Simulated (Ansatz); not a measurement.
Write a Python script for Ansatz's Python interface that makes a test of the smearing width of MnS, space group Fm-3m. Use (first run): LDA, PAW, cutoff 517 eV, 7×7×7 k-points, cold smearing of 0.25 eV, collinear spin. The script varies width (eV): 0.25, 0.15, 0.1, 0.05, 0.025.

```
Mn S
1.0
     0.00000    2.60450    2.60450
     2.60450    0.00000    2.60450
     2.60450    2.60450    0.00000
Mn S
1 1
Direct
  0.00000 0.00000 0.00000
  0.50000 0.50000 0.50000
```

The script, `run_smear.py`:
```python
'''How the energy of MnS depends on the smearing.'''

import csv

import ansatz as az

K_DENSITY = 3.1
FUNCTIONAL = 'lda'


def main() -> None:
    mns = (
        az.Lattice.from_parameters(3.683319, 3.683319, 3.683319, alpha=60.0, beta=60.0, gamma=60.0)
        .atom('Mn', (0.0, 0.0, 0.0))
        .atom('S', (0.5, 0.5, 0.5))
        .moments(Mn=4)
    )

    job = (
        mns.calculation()
        .kpoints(density=K_DENSITY)
        .pseudopotentials('paw')
        .spin(az.SpinTreatment.COLLINEAR)
        .functional(FUNCTIONAL)
        .basis(19 * az.Ha)
    )

    rows = []
    for value in [0.25, 0.15, 0.1, 0.05, 0.025]:
        data = job.occupations('cold', width=value).run(threads=1).report
        rows.append((value, data['free_energy_ev'] / len(data['lattice']['sites']), data['n_iterations'], data['magnetization_mub'], data['n_kpoints']))

    with open('smear.csv', 'w', newline='') as handle:
        writer = csv.writer(handle)
        writer.writerow(['width (eV)', 'F/atom (eV)', 'iterations', 'moment (muB)', 'k-points'])
        writer.writerows([round(v, 5) if isinstance(v, float) else v for v in row] for row in rows)

    # differences from the last row
    for row in rows[:-1]:
        shift = 1000 * (row[1] - rows[-1][1])
        print(f'{row[0]}: {shift:+.2f} meV/atom' + ('  (within 2 meV)' if abs(shift) < 2 else ''))


if __name__ == '__main__':
    main()
```

```console
$ python run_smear.py
0.25: -0.64 meV/atom  (within 2 meV)
0.15: -1.11 meV/atom  (within 2 meV)
0.1: -0.96 meV/atom  (within 2 meV)
0.05: -0.33 meV/atom  (within 2 meV)
```

It writes `smear.csv`:
```csv
width (eV),F/atom (eV),iterations,moment (muB),k-points
0.25,-2355.56662,12,4.58932,20
0.15,-2355.56709,12,4.60484,20
0.1,-2355.56693,12,4.58323,20
0.05,-2355.56631,12,4.57288,20
0.025,-2355.56597,12,4.56315,20
```

Going from 0.025 to 0.25 eV changes F by -0.6 meV an atom. This scheme is built to cancel the term in the square of the width, so the shifts stay small and are partly the mesh's error.

Reading the output:
- The magnetic order follows from the starting moments and needn't be the lowest.
- For a metal this k-point mesh is coarse: on a finer one energies can move by several to tens of meV an atom and pressures by half a GPa or more, differences at one mesh by less.
- The overall sign of a collinear moment is arbitrary, and semilocal functionals can give small moments to compounds that are paramagnetic.
- With one magnetic atom the cell can hold only ferromagnetic order.
- Of the deposited cell: the entry's cell lengths or inner coordinates differ somewhat from later room-temperature determinations.
- The narrowest width needs the finest mesh, so the last row is no converged reference.
- Without a Hubbard U or exact exchange, semilocal functionals often make such 3d compounds metallic or too weakly gapped.
- The starting cell is as deposited in a crystallographic database; the results hold for this polymorph, which needn't be the stable one.
- The whole script took 11 s on 1 thread of Arm Neoverse V2, on a shared host, peak memory 0.37 GiB.

(Lines on the test bed's own set-up are left out of the output.)
